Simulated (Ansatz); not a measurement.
# CAlCl2N: one species, many methods

How much do the methods differ for CAlCl2N? The plan is to run it at one geometry with functionals of several rungs and with coupled cluster. The yardstick is the atomisation energy at the CCSD(T) limit.

Program: Ansatz 0.2.0, Gaussian basis. Level of theory: functionals in def2-TZVPP, the program's frozen cores in correlated methods. These are calculated values, not measurements.

Levels to be run: LDA (SPW92), PBE-D4, revPBE-D4, BLYP-D4, r2SCAN-D4, B97M-V, PBE0-D4, B3LYP-D4, r2SCANh-D4, r2SCAN0-D4, HSE06-D4, BHLYP-D4, CAM-B3LYP-D4, LC-ωPBE, ωB97X-V, ωB97M-V, B2PLYP, PBE-QIDH; CCSD(T)/def2-SVP; CCSD(T)/def2-TZVPP; MP2/def2-QZVPP; extrapolation to the limit; RPA on PBE.

## Step 1: The geometry

All runs share one geometry, relaxed beforehand with PBE0-D4 in a triple-zeta def2 set.

SMILES `N#[C][Al]([Cl])[Cl]`, 5 atoms, charge 0, spin multiplicity 1.

Atoms are counted from 1 here; the program's logs count them from 0.

Bond lengths: N1–C2 1.153 Å, C2–Al3 1.912 Å, Al3–Cl4 2.062 Å, Al3–Cl5 2.062 Å. Angles: N1–C2–Al3 179.9°, C2–Al3–Cl4 118.7°, C2–Al3–Cl5 118.7°, Cl4–Al3–Cl5 122.6°.

Coordinates:

```xyz
5
CAlCl2N
N     1.44350   -1.46155    1.38124
C     0.77219   -0.78572    0.73167
Al   -0.33836    0.33670   -0.34589
Cl   -2.02355   -0.47570   -1.21316
Cl    0.19622    2.31256   -0.59535
```

## Step 2: LDA

This LDA is Slater exchange with PW92 correlation.

in.yaml

```yaml
crystal:
  periodic: [false, false, false]
  atoms:
    - {symbol: N, position_ang: [1.443503, -1.461545, 1.381239]}
    - {symbol: C, position_ang: [0.772189, -0.785722, 0.731665]}
    - {symbol: Al, position_ang: [-0.338360, 0.336705, -0.345887]}
    - {symbol: Cl, position_ang: [-2.023553, -0.475703, -1.213164]}
    - {symbol: Cl, position_ang: [0.196221, 2.312564, -0.595353]}
basis:
  gaussian: {orbitals: def2-TZVPP}
hamiltonian: {xc: lda}
output: {orbitals: {seedname: orbitals}}
```

After this run come: PBE-D4 (GGA); revPBE-D4 (GGA); BLYP-D4 (GGA); r2SCAN-D4 (meta-GGA); B97M-V (meta-GGA); PBE0-D4 (hybrid); B3LYP-D4 (hybrid); r2SCANh-D4 (hybrid); r2SCAN0-D4 (hybrid); HSE06-D4 (hybrid); BHLYP-D4 (hybrid); CAM-B3LYP-D4 (range-separated); LC-ωPBE-D4 (range-separated); ωB97X-V (range-separated); ωB97M-V (range-separated); B2PLYP (double hybrid); PBE-QIDH (double hybrid); CCSD(T) in def2-SVP; CCSD(T) in def2-TZVPP; MP2 in def2-QZVPP; RPA on PBE orbitals.

**Question.** What will the summary of the whole plan be? Wanted: atomisation energy, CCSD(T)/CBS; farthest beyond LDA; mean size of error, GGA; mean size of error, meta-GGA; mean size of error, hybrid; mean size of error, range-separated; mean size of error, double hybrid; gap, smallest and largest; T1 diagnostic.

**Answer**, as computed:

```
                               quantity                                                      value
        atomisation energy, CCSD(T)/CBS                                              2060.4 kJ/mol
 functionals within 10.3 kJ/mol (0.5 %)  revPBE-D4, BLYP-D4, r2SCAN-D4, PBE0-D4, HSE06-D4, ωB97X-V
                    farthest beyond LDA                                   BHLYP-D4 (-113.6 kJ/mol)
                mean size of error, GGA                                                23.6 kJ/mol
           mean size of error, meta-GGA                                                14.5 kJ/mol
             mean size of error, hybrid                                                37.3 kJ/mol
    mean size of error, range-separated                                                13.4 kJ/mol
      mean size of error, double hybrid                                                16.9 kJ/mol
              gap, smallest and largest                  5.24 eV (LDA (SPW92)), 12.56 eV (LC-ωPBE)
                          T1 diagnostic                                                     0.0112
triples share of the correlation energy                                                      4.6 %
```

What this shows: LDA overbinds by 291.5 kJ/mol (14 %). PBE-D4 is off by +64.9 kJ/mol. Double hybrids carry the basis error of their MP2 part in triple zeta, and no dispersion term here, so their miss is partly the set-up's. Taken by rung, range-separated functionals do best (13.4 kJ/mol on average) and hybrid ones worst beyond LDA (37.3 kJ/mol). The gap between the best rungs is small, so their order is not settled. The mean of the hybrids holds BHLYP, with half exact exchange. RPA and LDA stand outside this count. Misses under about 10.3 kJ/mol are within the doubt on the reference itself, which lacks core-valence correlation, relativity and higher excitations. Hartree-Fock recovers 69 % of the binding; the rest is correlation. CCSD(T) in def2-SVP is off by -137.6 kJ/mol, more than most functionals: a good method in a small basis is no reference. Orbital gaps span 5.2 to 12.6 eV; exact exchange widens them.
